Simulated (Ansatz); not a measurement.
# CaB6: properties at the relaxed cell

The task here is to estimate one member of a computed series from the others.

Program: Ansatz 0.2.0. Level of theory: DFT PBE and PBEsol (the runs whose input is shown use PBEsol), scalar-relativistic, plane waves, PAW. These are calculated values, not measurements.

2 further runs of the same task are left out: 2 set aside as unsound or not needed.

## Starting point

The structure is cubic, space group Pm-3m (No. 221). Conventional cell: a = 4.148 Å, b = 4.148 Å, c = 4.148 Å, α = 90.00°, β = 90.00°, γ = 90.00°. Ca (site symmetry m-3m) has 24 B at 3.05 Å as nearest neighbours. Around B (site symmetry 4mm) lie 5 B at 1.67 to 1.75 Å.

Coordinates:

```
CELL_PARAMETERS angstrom
4.14773 0.00000 0.00000
0.00000 4.14773 0.00000
0.00000 0.00000 4.14773
ATOMIC_POSITIONS crystal
Ca 0.50000 0.50000 0.50000
B 0.00000 0.00000 0.29821
B 0.00000 0.00000 0.70179
B 0.29821 0.00000 0.00000
B 0.70179 0.00000 0.00000
B 0.00000 0.29821 0.00000
B 0.00000 0.70179 0.00000
```

This cell was relaxed beforehand with the same method: volume 10.19 Å³/atom, gap on the mesh 0.07 eV.

Set-up of the first run:

input.yaml reads:

```yaml
crystal:
  lattice:
    - [4.1477324288, 0.0, 0.0]
    - [0.0, 4.1477324288, 0.0]
    - [0.0, 0.0, 4.1477324288]
  atoms:
    - { symbol: Ca, position: [0.5, 0.5, 0.5] }
    - { symbol: B, position: [0.0, 0.0, 0.2982058713] }
    - { symbol: B, position: [0.0, 0.0, 0.7017941287] }
    - { symbol: B, position: [0.2982058713, 0.0, 0.0] }
    - { symbol: B, position: [0.7017941287, 0.0, 0.0] }
    - { symbol: B, position: [0.0, 0.2982058713, 0.0] }
    - { symbol: B, position: [0.0, 0.7017941287, 0.0] }
basis:
  ecutwfc: 420
kpoints:
  mp_grid: { grid: [8, 8, 8] }
hamiltonian:
  xc: pbesol
scf:
  occupations: { method: gaussian, width: 0.01 }
output:
  forces: true
  stress: true
  eigenvalues: true
relax:
  adjacent_minimum: "off"
  f_tol: 0.005
  max_steps: 50
  cell: { stress_tol: 0.05 }
```

Run with:

```bash
ansatz run input.yaml --threads 2 --pin off --max-ram 5120MiB --backend cpu --events-out ev --progress --plain --runs-dir out
```

Among the steps run: Relaxing with PBEsol; The cell under PBE+D3(BJ); Relaxing with LDA; Relaxing with r2SCAN.

One table of the session follows, with a row left open; its other results are not shown here.

It belongs to the step «Relaxed cells side by side». 

```
functional  a (Å)  b (Å)  c (Å)  volume (Å³/atom)
       PBE  4.148  4.148  4.148             10.19
    PBEsol      ?      ?      ?                 ?
PBE+D3(BJ)  4.117  4.117  4.117              9.97
       LDA  4.089  4.089  4.089              9.77
    r2SCAN  4.137  4.137  4.137             10.11
```

Q: Estimate the row for PBEsol from the others.

As computed: a (Å): 4.128; b (Å): 4.128; c (Å): 4.128; volume (Å³/atom): 10.05. In the column «a (Å)» it lies between PBE+D3(BJ) (4.117) and r2SCAN (4.137).
